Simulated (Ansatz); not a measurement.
Input of an Ansatz 0.2.0 run:

input.yaml

```yaml
crystal:
  lattice:
    - [2.3446, -1.43138, 0.00906]
    - [2.3446, 1.43138, 0.00906]
    - [-2.206, 0.0, 10.92374]
  atoms:
    - { symbol: Ni, position: [0.49838, 0.49838, 0.29525], spin: 1.0 }
    - { symbol: Mo, position: [0.31773, 0.31773, 0.91207], spin: 1.0 }
    - { symbol: Pd, position: [0.24733, 0.24733, 0.49061] }
    - { symbol: Ir, position: [0.74982, 0.74982, 0.10802], spin: 0.6 }
    - { symbol: W, position: [0.68673, 0.68673, 0.69406] }
hamiltonian:
  xc: revpbe
  pseudopotentials: { kind: paw }
magnetization:
  spin_polarized: true
kpoints:
  mp_grid: { grid: [11, 11, 3] }
  band_path:
    path:
      - [[0.0, 0.0, 0.0], [-0.5, -0.5, 0.0], [-0.501637098, -0.501637098, 0.0400768515], [-0.5, -0.5, 0.5], [-0.6610839512, -0.3389160488, 0.5]]
      - [[-0.3389160488, 0.3389160488, 0.5], [0.0, 0.0, 0.5], [-0.498362902, -0.498362902, 0.9599231485]]
      - [[-0.5, -0.5, 0.0], [-0.6531734193, -0.3468265807, 0.0]]
      - [[-0.3468265807, 0.3468265807, 0.0], [0.0, 0.0, 0.0], [-0.5, 0.0, 0.0]]
      - [[-0.5, 0.0, 0.5], [0.0, 0.0, 0.0]]
    npoints: 14
scf:
  occupations: { method: fermi_dirac, width: 0.05 }
  n_extra_bands: 12
output:
  forces: true
  stress: true
  eigenvalues: true
  fatbands: false
```

Potentials or basis: Ansatz PAW.

Launch:

```sh
$ ansatz run input.yaml --threads 8 --pin off --max-ram 20480MiB --backend cpu --events-out ev --progress --plain --runs-dir out
```

(1) What does it give for the absolute moment?

(2) Estimate the largest force.

(3) Estimate the band gap on the k mesh.

Answers

(1) 0.00 μB per cell.

(2) 0.109 eV/Å.

(3) none (metal or under the smearing width).

Caveat: spin-orbit coupling is left out, which moves the levels of the heavy elements; the PAW data sets come from PBE, with cores solved anew for the run's functional, which leaves a small shift of forces and pressure; the starting moments weren't kept.
